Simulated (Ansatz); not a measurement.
# Ge₂H₄ (triplet): geometry optimisation

Aim: relax a generated start of Ge₂H₄ (triplet) and see which bonds hold.

Program: Ansatz 0.2.0, Gaussian basis. Level of theory: UKS PBE0/def2-TZVP. These are calculated values, not measurements.

## 1. The starting structure

6 atoms, charge 0, spin multiplicity 3.

Atoms are counted from 1 here; the program's logs count them from 0.

Bond lengths: Ge1–Ge2 2.480 Å, Ge1–H3 1.573 Å, Ge1–H4 1.573 Å, Ge2–H5 1.573 Å, Ge2–H6 1.573 Å. Angles: Ge2–Ge1–H3 101.0°, Ge2–Ge1–H4 101.0°, H3–Ge1–H4 98.1°, Ge1–Ge2–H5 101.0°, Ge1–Ge2–H6 101.0°, H5–Ge2–H6 98.1°.

The start was built by rule and, where that kept it together, relaxed with GFN2-xTB. Sticks and bond lists go by distance. No spin-orbit coupling is included. 

## 2. Relaxation

Input file in.yaml:

```yaml
crystal:
  periodic: [false, false, false]
  atoms:
    - {symbol: Ge, position_ang: [-1.240249, -0.015044, 0.015954]}
    - {symbol: Ge, position_ang: [1.239816, 0.012833, 0.037293]}
    - {symbol: H, position_ang: [-1.545891, 1.209189, -0.923444]}
    - {symbol: H, position_ang: [-1.518368, -1.164136, -1.021768]}
    - {symbol: H, position_ang: [1.533981, 1.243807, -0.896944]}
    - {symbol: H, position_ang: [1.561504, -1.129517, -0.995268]}
basis:
  gaussian: {orbitals: def2-TZVP}
magnetization: {spin_polarized: true, initial_magnetization: 2}
hamiltonian: {xc: pbe0}
relax: {f_tol: 0.004, max_steps: 80}
```

Command:

```bash
ansatz run in.yaml --threads 1 --pin off --events-out ev --progress --plain --max-ram 2176MiB
```

Before running it: what results should come out? Wanted: energy gained; shift from the start; total energy; dipole moment; ⟨S²⟩.

As calculated:

| quantity | value |
| --- | --- |
| steps | 6 |
| energy gained | 0.299 eV |
| shift from the start (rms) | 0.255 Å |
| total energy | -113085.1505 eV |
| dipole moment | 0.17 D |
| ⟨S²⟩ | 2.005 |

What this shows: The bonds of the start are those of the end. Ge1–Ge2 went from 2.480 to 2.455 Å. No vibrations were run, so this is a stationary point, not a proven minimum, and this spin need not be the ground state's.
